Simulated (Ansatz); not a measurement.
# CH5ClGe: the cost of one run

All numbers below are computed with Ansatz 0.2.0 (RKS B3LYP-D4/def2-SVP).

## 1. The starting structure

Bond lengths: Ge1–C2 1.960 Å, C2–H3 1.110 Å, C2–H4 1.110 Å, C2–H5 1.110 Å, Ge1–Cl6 2.220 Å, Ge1–H7 1.549 Å, Ge1–H8 1.549 Å. Angles: Ge1–C2–H3 109.5°, Ge1–C2–H4 109.5°, Ge1–C2–H5 109.5°, H3–C2–H4 109.4°, H3–C2–H5 109.4°, H4–C2–H5 109.4°, C2–Ge1–Cl6 109.5°, C2–Ge1–H7 109.5°, C2–Ge1–H8 109.5°, Cl6–Ge1–H7 109.5°, Cl6–Ge1–H8 109.5°, H7–Ge1–H8 109.5°.

Structure file:

```xyz
8

Ge    0.0000    0.0000    0.0000
C     0.0000    0.0000    1.9600
H    -0.9996   -0.3092    2.3305
H     0.7676   -0.7111    2.3305
H     0.2320    1.0203    2.3305
Cl    2.0935    0.0000   -0.7393
H    -0.7300    1.2648   -0.5162
H    -0.7300   -1.2648   -0.5162
```

## 2. Relaxing the start

Input file input.yaml:

```yaml
crystal:
  periodic: [false, false, false]
  atoms:
    - { symbol: Ge, position_ang: [0.0, 0.0, 0.0] }
    - { symbol: C, position_ang: [0.0, 0.0, 1.96] }
    - { symbol: H, position_ang: [-0.9996, -0.3092, 2.3305] }
    - { symbol: H, position_ang: [0.7676, -0.7111, 2.3305] }
    - { symbol: H, position_ang: [0.232, 1.0203, 2.3305] }
    - { symbol: Cl, position_ang: [2.0935, 0.0, -0.7393] }
    - { symbol: H, position_ang: [-0.73, 1.2648, -0.5162] }
    - { symbol: H, position_ang: [-0.73, -1.2648, -0.5162] }
basis:
  gaussian: { orbitals: def2-SVP }
hamiltonian:
  xc: b3lyp
  dispersion: d4
relax:
  f_tol: 0.02
  max_steps: 40
output:
  orbitals: {}
```

Run with:

```sh
$ ansatz run input.yaml --threads 2 --pin off --max-ram 3072MiB --backend cpu --events-out ev --progress --plain --runs-dir out
```

What time and memory should one allow on 2 threads of Arm Neoverse V2, shared host?

About 15 s, with a peak of 0.19 GiB.
